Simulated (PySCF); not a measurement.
# C5H12OSi: the cost of one run

Computed with PySCF 2.14.0 and routines of our own; the level stands in each step. Atoms count from 0.

## 1. The system as given

19 atoms, charge 0, multiplicity 1; geometry from: GFN2-xTB.

## 2. Magnetic properties: GIAO wB97X-D/pcSseg-1

The job: settings as JSON, then the geometry in Å.

```
{"job": {"kind": "mag", "xc": "wB97X-D", "basis": "pcSseg-1", "isotopologues": 2}, "charge": 0, "multiplicity": 1}
C      1.884134    -1.029814     0.824761
C      1.589499    -0.052775    -0.019031
C      2.573472     0.556363    -0.973591
O      0.367180     0.518341    -0.118971
Si    -1.088250     0.238448     0.566841
C     -1.757294    -1.494634     0.152519
C     -2.161373     1.583888    -0.222359
H      2.872686    -1.446029     0.865788
H      1.148598    -1.432843     1.495985
H      2.648365     1.626386    -0.786599
H      3.552082     0.100200    -0.864880
H      2.223425     0.421803    -1.995896
H     -1.006296     0.400613     2.026897
H     -1.735529    -1.676031    -0.919340
H     -1.172290    -2.279081     0.623816
H     -2.783864    -1.612042     0.484159
H     -2.249465     1.452494    -1.296569
H     -1.753105     2.573628    -0.046730
H     -3.161779     1.560334     0.195737
```

Level: GIAO wB97X-D/pcSseg-1 magnetisability, rotational g tensor and spin-rotation constants, non-relativistic, gas phase.

Run with:

```bash
> OMP_NUM_THREADS=1 python excited_run.py task.json out
```

The driver reads the jobs from task.json and runs them one after another.

**Question.** How long does this first job take on 1 thread of Arm Neoverse N1, shared host, and how much memory does it need?

About 88 s, with a peak of 0.89 GiB.
